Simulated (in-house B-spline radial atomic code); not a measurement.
# F³⁺: excited configurations

Wanted: excitation energies of F³⁺ as differences of total energies (ΔSCF).

Program: in-house B-spline radial atomic code version 1. Level of theory: non-relativistic SCAN, spin-polarised, spherical fractional occupations, point nucleus, basis-set limit. These are calculated values, not measurements, unless marked.

## (1) Starting point

- element: fluorine (Z = 9)
- charge: +3
- electrons: 6
- configuration: [He] 2s2 2p2
- Hamiltonian: non-relativistic
- nucleus: point

The outer shells:

[He] 2s2 2p2
```
[He] core
2s [↑↓]
2p [↑ ][↑ ][  ]
```

Where spins are not typed, each open shell is filled with up spins first.

## (2) The reference configuration

Settings, as recorded:

```ini
Z = 9
electrons = 6.0
configuration = [He] 2s2 2p2
hamiltonian = nr
method = scan,scan
spin_polarised = True
```

## (3) [He] 2s1 2p2 3d1

Settings, as recorded:

```ini
Z = 9
electrons = 6.0
configuration = [He] 2s1 2p2 3d1
hamiltonian = nr
method = scan,scan
spin_polarised = True
```

## (4) [He] 2s1 2p2 3s1

Settings, as recorded:

```ini
Z = 9
electrons = 6.0
configuration = [He] 2s1 2p2 3s1
hamiltonian = nr
method = scan,scan
spin_polarised = True
```

## (5) Run with [He] 2s2 2p1 3p1

Settings, as recorded:

```ini
Z = 9
electrons = 6.0
configuration = [He] 2s2 2p1 3p1
hamiltonian = nr
method = scan,scan
spin_polarised = True
```

## (6) [He] 2s2 2p1 3d1

Settings, as recorded:

```ini
Z = 9
electrons = 6.0
configuration = [He] 2s2 2p1 3d1
hamiltonian = nr
method = scan,scan
spin_polarised = True
```

## (7) Run with [He] 2s2 2p1 3s1

Settings, as recorded:

```ini
Z = 9
electrons = 6.0
configuration = [He] 2s2 2p1 3s1
hamiltonian = nr
method = scan,scan
spin_polarised = True
```

## (8) Run with [He] 2s1 2p2 3p1

Settings, as recorded:

```ini
Z = 9
electrons = 6.0
configuration = [He] 2s1 2p2 3p1
hamiltonian = nr
method = scan,scan
spin_polarised = True
```

Before running: How far above the reference does each configuration lie (order and size, in eV)?

**Answer**, as computed:

| net move | configuration | 2|M_S|+1 | energy above the reference (eV) | largest <r> (bohr) |
| --- | --- | --- | --- | --- |
| 2p → 3s | [He] 2s2 2p1 3s1 | 3 | 52.943 | 2.35 |
| 2p → 3p | [He] 2s2 2p1 3p1 | 3 | 57.735 | 2.46 |
| 2s → 3s | [He] 2s1 2p2 3s1 | 5 | 61.160 | 2.34 |
| 2p → 3d | [He] 2s2 2p1 3d1 | 3 | 63.079 | 2.40 |
| 2s → 3p | [He] 2s1 2p2 3p1 | 5 | 65.926 | 2.45 |
| 2s → 3d | [He] 2s1 2p2 3d1 | 5 | 71.139 | 2.37 |

**Reading.** The lowest of them is 2p → 3s at 52.943 eV and the highest 2s → 3d at 71.139 eV. The reference has 2|M_S|+1 = 3; 3 of the configurations differ from it in spin. These are spherical averages at the typed spins, not spectroscopic levels.
